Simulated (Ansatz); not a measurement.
# TaNiN: the cost of one run

Method: DFT, r2SCAN, with U_eff = 6.03 eV on Ni d, spin-orbit coupling, plane waves, PAW, in Ansatz 0.2.0.

### 1 The system as given

It takes space group P4/nmm (No. 129, tetragonal). Conventional cell: a = 2.989 Å, b = 2.989 Å, c = 7.566 Å, α = 90.00°, β = 90.00°, γ = 90.00°. Ni (site symmetry 4mm) is surrounded by 1 N at 2.14 Å. Around Ta (site symmetry 4mm) lie 5 N at 2.13 to 2.14 Å. N (site symmetry 4mm) is surrounded by 5 Ta at 2.13 to 2.14 Å and 1 Ni at 2.14 Å.

Its coordinates follow in the input file.

It is a restart: the density comes from an earlier run on this cell. In it: Ni1 along (1.00, 0.00, 0.00), Ni2 along (1.00, 0.00, 0.00). It was the lowest of 6 states met in 9 starts.

### 2 The calculation

Input file input.yaml:

```yaml
crystal:
  lattice:
    - [2.988651, 0.0, 0.0]
    - [0.0, 2.988651, 0.0]
    - [0.0, 0.0, 7.566204]
  atoms:
    - { symbol: Ni, position: [0.0, 0.5, 0.9], spin: 2, spin_axis: [1.0, 0.0, 0.0] }
    - { symbol: Ni, position: [0.5, 0.0, 0.1], spin: 2, spin_axis: [1.0, 0.0, 0.0] }
    - { symbol: Ta, position: [0.0, 0.5, 0.335] }
    - { symbol: Ta, position: [0.5, 0.0, 0.665] }
    - { symbol: "N", position: [0.0, 0.5, 0.617] }
    - { symbol: "N", position: [0.5, 0.0, 0.383] }
kpoints:
  mp_grid: { grid: [6, 6, 3], shift: [0, 0, 0] }
  band_path:
    path:
      - [0.0, 0.0, 0.0]
      - [0.0, 0.5, 0.0]
      - [0.5, 0.5, 0.0]
      - [0.0, 0.0, 0.0]
      - [0.0, 0.0, 0.5]
      - [0.0, 0.5, 0.5]
      - [0.5, 0.5, 0.5]
      - [0.0, 0.0, 0.5]
      - [0.0, 0.5, 0.0]
      - [0.0, 0.5, 0.5]
      - [0.5, 0.5, 0.0]
    npoints: 6
magnetization:
  noncollinear: true
  spin_orbit: true
scf:
  occupations: { method: fermi_dirac }
  lower_state_search: "off"
  max_iter: 200
hamiltonian:
  pseudopotentials: { kind: paw_fr }
  xc: r2scan
  hubbard:
    projectors: all-electron-ortho-atomic
    sites: [{ species: Ni, l: d, u_eff: 6.03 }]
basis:
  ecutwfc: 500
  fft_grid_basis: typed
output:
  forces: true
  stress: true
  eigenvalues: true
  bader: true
  populations: true
  elf: true
  write_potential: true
  volumetric_format: npy
  dos:
    e_range: [-12, 8]
    de: 0.05
    projected: { site_lists: { "N": ["N"], Ni: [Ni], Ta: [Ta] } }
    method: { smearing: { sigma: 0.1, scheme: gaussian } }
checkpoint:
  read: saved_state
```

**Question.** How long does this run take on 2 threads of an Arm CPU, shared host, and how much memory does it need?

About 3.3 min, with a peak of 1.6 GiB.
